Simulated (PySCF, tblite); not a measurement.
# C₇H₁₄OP+: geometry, infrared bands and NMR shifts

Wanted: the infrared bands and NMR shifts of C₇H₁₄OP+ (`CC#C[P@@H+](C)CCCO`), by calculation.

The runs use tblite 0.8.0 and PySCF 2.14.0, with density-fitted response routines of our own; the level of theory stands in each step. All values are computed, except where a source is named. Atoms are numbered from 0 throughout.

**1. The starting structure**

23 atoms, charge 1, multiplicity 1; geometry from: force field or distance geometry start.

Bonds of the start (Å): C0–C1 1.47, C1–C2 1.20, C2–P3 1.82, P3–C4 1.81, P3–C5 1.80, C5–C6 1.53, C6–C7 1.51, C7–O8 1.43, C0–H9 1.10, C0–H10 1.10, C0–H11 1.08, P3–H12 1.40, C4–H13 1.09, C4–H14 1.09, C4–H15 1.09, C5–H16 1.09, C5–H17 1.10, C6–H18 1.10, C6–H19 1.10, C7–H20 1.09, C7–H21 1.10, O8–H22 0.96.

**2. Geometry optimisation with GFN2-xTB**

What the job is given:

```
{"job": {"kind": "relax", "xc": "GFN2-xTB", "basis": "xTB"}, "charge": 1, "multiplicity": 1}
C      3.515200     1.844100    -0.323100
C      2.405100     0.883800    -0.304100
C      1.520100     0.080400    -0.266100
P      0.146400    -1.110900    -0.239400
C      0.863700    -2.527900     0.620800
C     -1.005900    -0.438500     0.974700
C     -1.657900     0.878600     0.558800
C     -2.411000     0.787400    -0.750900
O     -3.390600    -0.247100    -0.681500
H      3.656900     2.287200     0.671400
H      3.289800     2.655300    -1.027500
H      4.437100     1.364500    -0.628200
H     -0.386900    -1.380400    -1.502000
H      1.276300    -2.239500     1.584100
H      0.100100    -3.286300     0.773100
H      1.666800    -2.957300     0.024500
H     -1.769500    -1.189800     1.175000
H     -0.470400    -0.290300     1.923500
H     -2.354600     1.174000     1.363300
H     -0.895400     1.663500     0.487700
H     -1.744800     0.572600    -1.583500
H     -2.924700     1.733800    -0.959500
H     -3.870600    -0.230400    -1.515300
```

The run is started by

```sh
OMP_NUM_THREADS=1 python probes_run.py task.json out
```

The driver reads the jobs from task.json and runs them one after another.

**Question.** This job is followed by: GFN2-xTB harmonic vibrations, gas phase; GIAO PBE0/pcSseg-1 NMR shielding, non-relativistic, gas phase. What will the session give for the following? strongest single infrared mode (GFN2-xTB); zero-point energy (GFN2-xTB); ¹³C shifts against TMS (PBE0/pcSseg-1); ¹H shifts against TMS (PBE0/pcSseg-1, means over atoms taken as alike); ³¹P shifts against H3PO4 (PBE0/pcSseg-1); ¹⁷O shifts against H2O (PBE0/pcSseg-1).

**Answer**, as computed:

| quantity | value |
| --- | --- |
| strongest single infrared mode (GFN2-xTB) | 2296 cm⁻¹, 472 km/mol |
| zero-point energy (GFN2-xTB) | 119.0 kcal/mol |
| ¹³C shifts against TMS (PBE0/pcSseg-1) | 135.4, 62.8, 59.1, 28.7, 26.7, 10.7, 6.1 ppm |
| ¹H shifts against TMS (PBE0/pcSseg-1, means over atoms taken as alike) | 7.35, 4.56, 3.88, 2.67, 2.58, 2.51, 2.42, 2.12, 1.97, 1.23 ppm |
| ³¹P shifts against H3PO4 (PBE0/pcSseg-1) | -41.9 ppm |
| ¹⁷O shifts against H2O (PBE0/pcSseg-1) | 32.7 ppm |

**Reading.** Over 143 steps the energy fell by 0.528 eV; of the close pairs, C2–P3 changed most, 1.819 to 1.733 Å. The lowest mode is imaginary (23i cm⁻¹), so the xTB geometry is not a minimum. The strongest single mode, at 2296 cm⁻¹, moves mainly C1 and C2. GFN2-xTB is a fitted tight-binding method: band positions and strengths are rough. Its intensities can rank the bands wrongly. At PBE0/pcSseg-1: Shielding is most anisotropic at C1 (span 289 ppm, paramagnetic term -221 ppm). By nearest atom (PBE0/pcSseg-1), the HOMO sits on O8 57 %; C6 11 % and the LUMO on C1 27 %; C2 17 %.
